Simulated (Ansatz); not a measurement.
**GePH₃+ (doublet): the correlation ladder, cc-pVTZ**

Aim: climb from Hartree-Fock through coupled cluster for GePH₃+ (doublet) at one geometry and basis, and see what each rung misses.

Computed with Ansatz 0.2.0, Gaussian basis. Level: cc-pVTZ, core rule «outside noble gas», up to 19 orbitals frozen.

The runs, in order: UHF; CCSD(T) on ROHF; CCSD(T) on UHF; BCCD(T) on ROHF; CCSDT(Q) on ROHF; CCSDT(Q) on UHF.

9 further runs of the same task are left out: 2 for a known fault of the program, 1 that didn't finish, 6 set aside as unsound or not needed. Runs told in other sessions of the task aren't counted.

**1. The geometry**

The geometry is a PBE0/def2-TZVP stationary point (not a proven minimum) of the parent state, kept for this charge and spin. No spin-orbit coupling is included. The filled d shell of Ge may be among the frozen orbitals whatever the setting's name suggests.

5 atoms, charge 1, spin multiplicity 2.

Atoms are counted from 1 here; the program's logs count them from 0.

Bond lengths: Ge1–P2 2.312 Å, Ge1–H3 1.539 Å, Ge1–H4 1.539 Å, Ge1–H5 1.539 Å. Angles: P2–Ge1–H3 110.1°, P2–Ge1–H4 110.1°, P2–Ge1–H5 110.1°, H3–Ge1–H4 108.8°, H3–Ge1–H5 108.8°, H4–Ge1–H5 108.8°.

**2. UHF**

File in.yaml:

```yaml
crystal:
  periodic: [false, false, false]
  atoms:
    - {symbol: Ge, position_ang: [-0.656484, -0.004808, 0.000881]}
    - {symbol: P, position_ang: [1.655316, 0.012124, -0.002222]}
    - {symbol: H, position_ang: [-1.195968, 1.436850, 0.003923]}
    - {symbol: H, position_ang: [-1.178396, -0.733455, 1.252326]}
    - {symbol: H, position_ang: [-1.181787, -0.729442, -1.251475]}
basis:
  gaussian: {orbitals: cc-pVTZ}
total_charge: 1
magnetization: {spin_polarized: true, initial_magnetization: 1}
hamiltonian: {xc: hf}
output: {orbitals: {seedname: orbitals}}
```

Run with:

```console
ansatz run in.yaml --threads 1 --pin off --events-out ev --progress --plain --max-ram 4096MiB --backend cpu
```

The runs that follow: CCSD(T) on ROHF; CCSD(T) on UHF; BCCD(T) on ROHF; CCSDT(Q) on ROHF; CCSDT(Q) on UHF.

Before running them: what should the planned runs give, taken together? Wanted: UCCSDT(Q) from the RHF energy; RMP2 from UCCSDT(Q); UMP2 from UCCSDT(Q); RCCSD from UCCSDT(Q); RCCSD(T) from UCCSDT(Q); UCCSD(T) from UCCSDT(Q); RCCSDT(Q) from UCCSDT(Q); T1 diagnostic.

The runs gave:

| quantity | value |
| --- | --- |
| UCCSDT(Q) from the ROHF energy | -7.3263 eV |
| RMP2 from UCCSDT(Q) | +150.6 kJ/mol |
| UMP2 from UCCSDT(Q) | +152.5 kJ/mol |
| RCCSD from UCCSDT(Q) | +31.0 kJ/mol |
| RCCSD(T) from UCCSDT(Q) | +6.3 kJ/mol |
| UCCSD(T) from UCCSDT(Q) | +6.3 kJ/mol |
| RCCSDT(Q) from UCCSDT(Q) | +0.3 kJ/mol |
| levels within 1 kcal/mol (43 meV) | RCCSDT, UCCSDT, RCCSDT(Q) |
| T1 diagnostic | 0.028 |

In words: RCCSD(T) misses by +6.3 kJ/mol, 0.9 % of the correlation energy. Coupled cluster took another determinant than the lowest Hartree-Fock one. These misses are within one basis, not against nature; the frozen cores of restricted and unrestricted runs differ, which can shift their rows.
